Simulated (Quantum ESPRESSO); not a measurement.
**AgAu3 under changes of volume**

One of the cells (17.501 Å³/atom); the others are scaled copies at fixed shape and fractional positions:

```
CELL_PARAMETERS angstrom
-2.05248 2.05248 4.15439
2.05248 -2.05248 4.15439
2.05248 2.05248 -4.15439
ATOMIC_POSITIONS crystal
Au 0.50000 0.50000 0.00000
Au 0.25000 0.75000 0.50000
Au 0.75000 0.25000 0.50000
Ag 0.00000 0.00000 0.00000
```

The cell comes from a database or a generator and needn't be the stable form of this composition.

| Quantity | Value |
| --- | --- |
| Program | Quantum ESPRESSO 7.5 |
| Functional | LDA |
| Potentials or basis | GBRV 1.5 LDA |
| Cutoff | 762 eV |
| Density cutoff | 6095 eV |
| k mesh | 9 × 9 × 9 |
| Occupations | fermi-dirac, width 0.05 eV |
| Spin | no spin polarisation |

| volume (Å³/atom) | energy over the lowest point (meV/atom) | pressure (GPa) |
| --- | --- | --- |
| 16.451 | 0.00 | -0.8 |
| 16.801 | 5.31 | -4.3 |
| 17.151 | 17.86 | -7.4 |
| 17.501 | 36.66 | -10.1 |
| 17.851 | 60.84 | -12.3 |
| 18.201 | 89.64 | -14.3 |
| 18.551 | ? | ? |

Task: What does the run at 18.551 Å³/atom give?

Result: Energy over the lowest point 122.38 meV/atom; pressure -15.9 GPa.

Worked out: A Birch-Murnaghan fit of order 3 (a polynomial in V^(-2/3)) to the other rows has its minimum at 16.40 Å³/atom, just outside them, with B0 = V·E''(V) = 184 GPa and B' = 5.8 at fixed shape and positions, which overstates the stiffness. It gives 122.40 meV/atom at 18.551 Å³/atom, against the run's 122.38, and -dE/dV = -15.8 GPa, against -15.9.

Energies are extrapolated to zero smearing.
